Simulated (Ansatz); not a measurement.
**KNH₂: taking an electron away**

Aim: the vertical ionisation energy of KNH₂, as cation minus neutral at the neutral's geometry, on several levels, and how well −ε(HOMO) stands in for it.

Computed with Ansatz 0.2.0, Gaussian basis. Level: unrestricted cation, the program's frozen cores in correlated methods.

Plan: UKS PBE-D4/def2-TZVPP; UKS r2SCAN-D4/def2-TZVPP; UKS PBE0-D4/def2-TZVPP; UKS B3LYP-D4/def2-TZVPP; UKS wB97X-V/def2-TZVPP; UKS wB97M-V/def2-TZVPP; UKS B2PLYP/def2-TZVPP; UHF-CCSD(T)/def2-TZVPP; UHF-MP2/def2-QZVPP; extrapolation to the limit; then −ε(HOMO) from the neutral's earlier runs with LDA (SPW92), PBE-D4, revPBE-D4, BLYP-D4, r2SCAN-D4, B97M-V, PBE0-D4, B3LYP-D4, r2SCANh-D4, r2SCAN0-D4, HSE06-D4, BHLYP-D4, CAM-B3LYP-D4, LC-ωPBE, ωB97X-V, ωB97M-V.

## Step 1: The relaxed structure

An earlier PBE0-D4 in a triple-zeta def2 set relaxation fixed the geometry.

SMILES `[NH2][K]`, 4 atoms, charge 0, spin multiplicity 1.

Atoms are counted from 1 here; the program's logs count them from 0.

Bond lengths: N1–K2 2.387 Å, N1–H3 1.018 Å, N1–H4 1.018 Å. Angles: K2–N1–H3 128.4°, K2–N1–H4 128.4°, H3–N1–H4 103.1°.

Geometry (Å):

```mol
H2KN
  3D, bonds by distance, orders not assigned

  4  3  0  0  0  0  0  0  0  0999 V2000
   -0.2189    0.0355   -0.1531 N   0  0
    1.7623   -0.3944    1.1071 K   0  0
   -1.1487   -0.3577   -0.0237 H   0  0
   -0.3393    0.6564   -0.9506 H   0  0
  1  2  8  0
  1  3  8  0
  1  4  8  0
M  END
```

## Step 2: Cation, UKS PBE-D4/def2-TZVPP

in.yaml reads:

```yaml
crystal:
  periodic: [false, false, false]
  atoms:
    - {symbol: N, position_ang: [-0.218868, 0.035482, -0.153147]}
    - {symbol: K, position_ang: [1.762334, -0.394357, 1.107066]}
    - {symbol: H, position_ang: [-1.148660, -0.357698, -0.023670]}
    - {symbol: H, position_ang: [-0.339306, 0.656373, -0.950550]}
basis:
  gaussian: {orbitals: def2-TZVPP}
total_charge: 1
magnetization: {spin_polarized: true, initial_magnetization: 1}
hamiltonian: {xc: pbe, dispersion: d4}
```

After this run come: Cation, UKS r2SCAN-D4/def2-TZVPP; Cation, UKS PBE0-D4/def2-TZVPP; Cation, UKS B3LYP-D4/def2-TZVPP; Cation, UKS wB97X-V/def2-TZVPP; Cation, UKS wB97M-V/def2-TZVPP; Cation, UKS B2PLYP (frozen core)/def2-TZVPP; Cation, UHF-CCSD(T)/def2-TZVPP; Cation, UHF-MP2/def2-QZVPP.

Before running them: what should the planned runs give, taken together? Wanted: ionisation energy, CCSD(T)/CBS; nearest functional by difference; nearest −ε(HOMO); −ε(HOMO) of PBE; T1 of the cation.

The runs gave:

| quantity | value |
| --- | --- |
| ionisation energy, CCSD(T)/CBS | 6.08 eV |
| nearest functional by difference | PBE-D4 (-0.03 eV) |
| nearest −ε(HOMO) | LC-ωPBE (+0.15 eV) |
| −ε(HOMO) of PBE | 2.32 eV |
| T1 of the cation | 0.006 |

What this shows: By cation minus neutral, the functionals miss by 0.31 eV at most. The PBE orbital energy is 3.8 eV too small: a semilocal HOMO is no ionisation energy. Among orbital estimates LC-ωPBE comes nearest. Hartree-Fock falls 1.90 eV short, as the neutral has more correlation energy than the cation. The cation may have settled in a state other than its lowest; no search over hole states beyond the program's own was made. Correlated methods include outer-core shells of K, which these sets cover unevenly. With outer-core shells in play the reference is unsure by up to some tenths of an eV, so close misses can't be ranked.
